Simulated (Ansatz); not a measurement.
# BCl2H5Si: the cost of one run

Method: RKS B3LYP-D4/def2-SVP, in Ansatz 0.2.0.

**1. Starting point**

Bond lengths: B1–Cl3 1.788 Å, B1–Cl4 1.794 Å, B1–H5 1.282 Å, B1–Si6 2.275 Å, Si6–H7 1.462 Å, Si6–H8 1.464 Å, Si6–H9 1.451 Å. Angles: Cl3–B1–Cl4 121.1°, Cl3–B1–H5 117.7°, Cl3–B1–Si6 112.2°, Cl4–B1–H5 117.9°, Cl4–B1–Si6 113.9°, H5–B1–Si6 55.8°, B1–Si6–H7 110.8°, B1–Si6–H8 111.7°, B1–Si6–H9 107.0°, H7–Si6–H8 108.4°, H7–Si6–H9 110.2°, H8–Si6–H9 108.6°.

As a file:

```xyz
9

B    -0.7567    0.3692   -0.7000
H     0.1391   -0.1172   -1.8209
Cl   -2.2281   -0.6412   -0.8049
Cl   -0.8355    2.1468   -0.9291
H     0.3761   -0.2070   -0.8678
Si    0.6119   -0.2810    0.9966
H     1.8245    0.5350    1.0276
H     1.0024   -1.6864    0.8680
H    -0.1337   -0.1182    2.2306
```

**2. A restrained relaxation towards end A**

Springs on the bonds that form and break draw the guess towards this end; the thresholds are loose.

input.yaml

```yaml
crystal:
  periodic: [false, false, false]
  atoms:
    - { symbol: B, position_ang: [-0.7567, 0.3692, -0.7] }
    - { symbol: H, position_ang: [0.1391, -0.1172, -1.8209] }
    - { symbol: Cl, position_ang: [-2.2281, -0.6412, -0.8049] }
    - { symbol: Cl, position_ang: [-0.8355, 2.1468, -0.9291] }
    - { symbol: H, position_ang: [0.3761, -0.207, -0.8678] }
    - { symbol: Si, position_ang: [0.6119, -0.281, 0.9966] }
    - { symbol: H, position_ang: [1.8245, 0.535, 1.0276] }
    - { symbol: H, position_ang: [1.0024, -1.6864, 0.868] }
    - { symbol: H, position_ang: [-0.1337, -0.1182, 2.2306] }
basis:
  gaussian: { orbitals: def2-SVP }
hamiltonian:
  xc: b3lyp
  dispersion: d4
relax:
  f_tol: 0.15
  max_steps: 25
  restrain:
    - { distance: [0, 5], at: 3.25, k: 30.0 }
    - { distance: [4, 1], at: 1.92, k: 30.0 }
    - { distance: [0, 1], at: 1.15, k: 30.0 }
    - { distance: [4, 5], at: 1.42, k: 30.0 }
output:
  orbitals: {}
```

Run with:

```sh
> ansatz run input.yaml --threads 2 --pin off --max-ram 3072MiB --backend cpu --events-out ev --progress --plain --runs-dir out
```

What time and memory should one allow on 2 threads of AMD EPYC 7R43 (Zen 3), shared host?

About 23 s, with a peak of 0.21 GiB.
